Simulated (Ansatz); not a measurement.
# CH6Ge: the cost of one run

The runs use Ansatz 0.2.0, Gaussian basis; PBE0-D4/def2-TZVP structures, single points in def2-TZVPP, no counterpoise correction.

Levels: SPW92, PBE-D4, BLYP-D4, r2SCAN-D4, B97M-V, PBE0-D4, B3LYP-D4, r2SCAN0-D4, BHLYP-D4, CAM-B3LYP-D4, wB97X-V, wB97M-V, B2PLYP, PBE-QIDH, RPA on PBE, Hartree-Fock, MP2, CCSD, CCSD(T).

Cores are frozen in the correlated methods. Filled d shells of the heavier atoms are correlated. B3LYP uses VWN-RPA correlation. B2PLYP carries no dispersion term here.

94 further runs of the same task are left out: 94 set aside as unsound or not needed.

## (1) The system as given

The complex: 11 atoms, charge 0, spin multiplicity 1.

Atoms are counted from 1 here; the program's logs count them from 0.

Bond lengths: Ge1–H3 1.540 Å, Ge1–H4 1.538 Å, Ge1–H5 1.547 Å, Ge1–C7 1.948 Å, O2–H6 0.960 Å, O2–H8 0.961 Å, C7–H9 1.091 Å, C7–H10 1.091 Å, C7–H11 1.090 Å. Angles: H3–Ge1–H4 108.8°, H3–Ge1–H5 107.2°, H3–Ge1–C7 111.5°, H4–Ge1–H5 107.8°, H4–Ge1–C7 111.2°, H5–Ge1–C7 110.2°, H6–O2–H8 105.0°, Ge1–C7–H9 110.3°, Ge1–C7–H10 110.4°, Ge1–C7–H11 109.0°, H9–C7–H10 108.7°, H9–C7–H11 109.4°, H10–C7–H11 109.2°.

Coordinates:

```xyz
11
charge 0, multiplicity 1
Ge   -1.0454    0.7223   -0.4169
O     1.4133   -0.2836    2.0689
H    -1.7225    1.5073   -1.5552
H    -2.1116    0.3380    0.6226
H    -0.0432    1.6814    0.2676
H     2.3601   -0.2380    1.9179
C    -0.1164   -0.8528   -1.0886
H     1.0800    0.5841    1.8240
H    -0.8260   -1.5455   -1.5423
H     0.6217   -0.5670   -1.8391
H     0.3900   -1.3463   -0.2587
```

Its parts: CH₆Ge holds atoms 1, 3, 4, 5, 7, 9, 10, 11; H₂O holds atoms 2, 6, 8. Each part counts its atoms afresh in its own runs.

## (2) Relaxing CH₆Ge alone

The input, relax-a/in.yaml:

```yaml
crystal:
  periodic: [false, false, false]
  atoms:
    - {symbol: Ge, position_ang: [-1.045442, 0.722348, -0.416882]}
    - {symbol: H, position_ang: [-1.722538, 1.507253, -1.555200]}
    - {symbol: H, position_ang: [-2.111562, 0.337981, 0.622594]}
    - {symbol: H, position_ang: [-0.043224, 1.681414, 0.267571]}
    - {symbol: C, position_ang: [-0.116352, -0.852836, -1.088614]}
    - {symbol: H, position_ang: [-0.826033, -1.545489, -1.542335]}
    - {symbol: H, position_ang: [0.621657, -0.566995, -1.839097]}
    - {symbol: H, position_ang: [0.390028, -1.346300, -0.258709]}
basis:
  gaussian: {orbitals: def2-TZVP}
hamiltonian: {xc: pbe0, dispersion: d4}
relax: {f_tol: 0.005, max_steps: 200}
```

The run is started by

```console
$ ansatz run in.yaml --threads 4 --pin off --events-out ev --progress --plain --max-ram 9574MiB
```

**Question.** How long does this run take on 4 threads of Arm Neoverse V2, shared host?

About 4.1 s.
